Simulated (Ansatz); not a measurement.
# BH4N: interaction energy of a dimer with the counterpoise correction, by script

Wanted for BH4N: the interaction energy of a dimer with the counterpoise correction.

All numbers are computed with Ansatz 0.2.0, driven from Python. Level of theory: MP2/def2-SVP.

## 1. Starting point

Bond lengths: B1–N2 1.561 Å, B1–H3 1.086 Å, B1–H4 1.141 Å, N2–H5 1.057 Å, N2–H6 1.050 Å. Angles: B1–N2–H5 105.1°, B1–N2–H6 107.2°, H5–N2–H6 107.3°, N2–B1–H3 122.5°, N2–B1–H4 115.8°, H3–B1–H4 121.6°.

The script holds or builds the structure itself.

## 2. The script

dimer_bh4n.py reads:

```python
# -*- coding: utf-8 -*-
"""Binding of a BH4N dimer at a trial geometry."""

import ansatz as az

FIRST = [
    ("B", (-0.1615, -0.6962, -0.0569)),
    ("N", (-0.139, 0.864, -0.0779)),
    ("H", (0.6513, -1.2867, 0.3555)),
    ("H", (-1.09, -1.186, -0.5047)),
    ("H", (0.7277, 1.1193, -0.6262)),
    ("H", (0.0116, 1.1858, 0.9103)),
]
SECOND = [
    ("B", (3.2181, -0.1123, -0.2376)),
    ("N", (3.9401, -0.5082, -1.5632)),
    ("H", (3.1554, -0.7811, 0.6158)),
    ("H", (2.7547, 0.9305, -0.2162)),
    ("H", (3.4427, -1.3785, -1.898)),
    ("H", (4.9207, -0.7872, -1.3114)),
]

def energy(atoms, ghosts=()):
    molecule = az.Crystal.molecule()
    for symbol, xyz in atoms:
        molecule = molecule.atom(symbol, xyz)
    calc = (
        molecule.calculation()
        .basis(gaussian="def2-SVP")
        .correlation("mp2")  # correlation on top of the mean field
    )
    deck = calc.input()
    if ghosts:
        deck = deck.set(az.key.basis.gaussian.ghost_atoms, [{"symbol": s, "position_ang": list(xyz)} for s, xyz in ghosts])
    return az.Session.from_dict(deck).plan().execute().report["free_energy_ev"]

# monomers in their own basis and in the basis of the dimer
both = energy(FIRST + SECOND)
alone = energy(FIRST) + energy(SECOND)
ghosted = energy(FIRST, SECOND) + energy(SECOND, FIRST)
print(f"dimer {both:.6f} eV")
print(f"interaction, uncorrected   {23.060548 * (both - alone):8.3f} kcal/mol")
print(f"interaction, counterpoise  {23.060548 * (both - ghosted):8.3f} kcal/mol")
print(f"basis-set superposition    {23.060548 * (alone - ghosted):8.3f} kcal/mol")
```

## 3. The input behind the calls

The package turns the script's settings into the engine's input (first run):

```yaml
crystal:
  periodic: [false, false, false]
  atoms:
    - { symbol: B, position_ang: [-0.1615, -0.6962, -0.0569] }
    - { symbol: "N", position_ang: [-0.139, 0.864, -0.0779] }
    - { symbol: H, position_ang: [0.6513, -1.2867, 0.3555] }
    - { symbol: H, position_ang: [-1.09, -1.186, -0.5047] }
    - { symbol: H, position_ang: [0.7277, 1.1193, -0.6262] }
    - { symbol: H, position_ang: [0.0116, 1.1858, 0.9103] }
    - { symbol: B, position_ang: [3.2181, -0.1123, -0.2376] }
    - { symbol: "N", position_ang: [3.9401, -0.5082, -1.5632] }
    - { symbol: H, position_ang: [3.1554, -0.7811, 0.6158] }
    - { symbol: H, position_ang: [2.7547, 0.9305, -0.2162] }
    - { symbol: H, position_ang: [3.4427, -1.3785, -1.898] }
    - { symbol: H, position_ang: [4.9207, -0.7872, -1.3114] }
basis:
  gaussian:
    orbitals: def2-SVP
correlation:
  method: mp2
```

## 4. The run

Launch:

```bash
> python dimer_bh4n.py
```

**Question.** How large is the interaction at this pose, and how much of it is basis-set superposition?

**Answer**, as computed:

| quantity | value |
| --- | --- |
| interaction energy, uncorrected | 0.204 kcal/mol |
| interaction energy, counterpoise | 1.504 kcal/mol |
| runs compared | 5 |

What this shows: The pair is unbound at this geometry and level. Uncorrected it is 0.204 kcal/mol, with the counterpoise correction 1.504 kcal/mol; the difference, 1.30 kcal/mol, is the superposition error. The pose is repulsive. The dimer is a generated trial pose of unrelaxed monomers, not a minimum, so the figure is no binding energy, and the basis set is small.
